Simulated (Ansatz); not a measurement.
**CH₆BNSi: one species, many methods**

How much do the methods differ for CH₆BNSi? The plan is to run it at one geometry with functionals of several rungs and with coupled cluster. The yardstick is the atomisation energy at the CCSD(T) limit.

Program: Ansatz 0.2.0, Gaussian basis. Level of theory: functionals in def2-TZVPP, the program's frozen cores in correlated methods. These are calculated values, not measurements.

The runs, in order: LDA (SPW92), PBE-D4, revPBE-D4, BLYP-D4, r2SCAN-D4, B97M-V, PBE0-D4, B3LYP-D4, r2SCANh-D4, r2SCAN0-D4, HSE06-D4, BHLYP-D4, CAM-B3LYP-D4, LC-ωPBE, ωB97X-V, ωB97M-V, B2PLYP, PBE-QIDH; CCSD(T)/def2-SVP; CCSD(T)/def2-TZVPP; MP2/def2-QZVPP; extrapolation to the limit; RPA on PBE.

## 1. The relaxed structure

An earlier PBE0-D4 in a triple-zeta def2 set relaxation fixed the geometry.

SMILES `BN1C[SiH2]1`, 10 atoms, charge 0, spin multiplicity 1.

Atoms are counted from 1 here; the program's logs count them from 0.

Bond lengths: B1–N2 1.386 Å, B1–H5 1.199 Å, B1–H6 1.200 Å, N2–C3 1.484 Å, N2–Si4 1.714 Å, C3–Si4 1.837 Å, C3–H7 1.088 Å, C3–H8 1.088 Å, Si4–H9 1.478 Å, Si4–H10 1.478 Å. Angles: N2–B1–H5 118.6°, N2–B1–H6 119.6°, H5–B1–H6 121.7°, B1–N2–C3 134.1°, B1–N2–Si4 156.2°, C3–N2–Si4 69.7°, N2–C3–Si4 61.0°, N2–C3–H7 115.1°, N2–C3–H8 115.2°, Si4–C3–H7 120.7°, Si4–C3–H8 120.7°, H7–C3–H8 113.4°, N2–Si4–C3 49.3°, N2–Si4–H9 118.2°, N2–Si4–H10 118.2°, C3–Si4–H9 121.2°, C3–Si4–H10 121.2°, H9–Si4–H10 113.6°.

## 2. LDA

This LDA is Slater exchange with PW92 correlation.

Input file in.yaml:

```yaml
crystal:
  periodic: [false, false, false]
  atoms:
    - {symbol: B, position_ang: [-1.356037, 0.256417, -1.050352]}
    - {symbol: N, position_ang: [-0.250217, 0.123804, -0.224594]}
    - {symbol: C, position_ang: [0.336022, -1.002359, 0.544631]}
    - {symbol: Si, position_ang: [1.153241, 0.641875, 0.611100]}
    - {symbol: H, position_ang: [-1.579860, 1.325836, -1.543590]}
    - {symbol: H, position_ang: [-2.062007, -0.692360, -1.254059]}
    - {symbol: H, position_ang: [0.754002, -1.805926, -0.058082]}
    - {symbol: H, position_ang: [-0.267090, -1.356657, 1.377946]}
    - {symbol: H, position_ang: [0.982808, 1.534909, 1.777003]}
    - {symbol: H, position_ang: [2.372139, 0.923361, -0.176901]}
basis:
  gaussian: {orbitals: def2-TZVPP}
hamiltonian: {xc: lda}
output: {orbitals: {seedname: orbitals}}
```

Run with:

```
> ansatz run in.yaml --threads 2 --pin off --events-out ev --progress --plain --max-ram 4352MiB
```

After this run come: PBE-D4 (GGA); revPBE-D4 (GGA); BLYP-D4 (GGA); r2SCAN-D4 (meta-GGA); B97M-V (meta-GGA); PBE0-D4 (hybrid); B3LYP-D4 (hybrid); r2SCANh-D4 (hybrid); r2SCAN0-D4 (hybrid); HSE06-D4 (hybrid); BHLYP-D4 (hybrid); CAM-B3LYP-D4 (range-separated); LC-ωPBE (range-separated); ωB97X-V (range-separated); ωB97M-V (range-separated); B2PLYP (double hybrid); PBE-QIDH (double hybrid); CCSD(T) in def2-SVP; CCSD(T) in def2-TZVPP; MP2 in def2-QZVPP; RPA on PBE orbitals.

Q: Predict the results of all the runs planned. Wanted: atomisation energy, CCSD(T)/CBS; farthest beyond LDA; mean size of error, GGA; mean size of error, meta-GGA; mean size of error, hybrid; mean size of error, range-separated; mean size of error, double hybrid; gap, smallest and largest; T1 diagnostic.

The runs gave:

```
                               quantity                                             value
        atomisation energy, CCSD(T)/CBS                                     3543.0 kJ/mol
 functionals within 17.7 kJ/mol (0.5 %)  revPBE-D4, r2SCANh-D4, LC-ωPBE, B2PLYP, PBE-QIDH
                    farthest beyond LDA                             PBE-D4 (+73.6 kJ/mol)
                mean size of error, GGA                                       33.1 kJ/mol
           mean size of error, meta-GGA                                       26.8 kJ/mol
             mean size of error, hybrid                                       26.6 kJ/mol
    mean size of error, range-separated                                       30.8 kJ/mol
      mean size of error, double hybrid                                       12.0 kJ/mol
              gap, smallest and largest         5.47 eV (LDA (SPW92)), 12.50 eV (LC-ωPBE)
                          T1 diagnostic                                            0.0135
triples share of the correlation energy                                             4.0 %
```

**Reading.** LDA overbinds by 495.7 kJ/mol (14 %). PBE-D4 is off by +73.6 kJ/mol. Double hybrids carry the basis error of their MP2 part in triple zeta, and no dispersion term here, so their miss is partly the set-up's. By mean error the best rung here is double hybrid (12.0 kJ/mol) and the worst beyond LDA is GGA (33.1 kJ/mol). The reference freezes the cores and leaves out relativity and excitations past (T), so misses under about 17.7 kJ/mol can't be ranked. Hartree-Fock recovers 74 % of the binding; the rest is correlation. CCSD(T) in def2-SVP is off by -200.6 kJ/mol, worse than the median functional, from the basis alone. The gap grows from 5.5 to 12.5 eV across the functionals, mostly with the share of exact exchange.
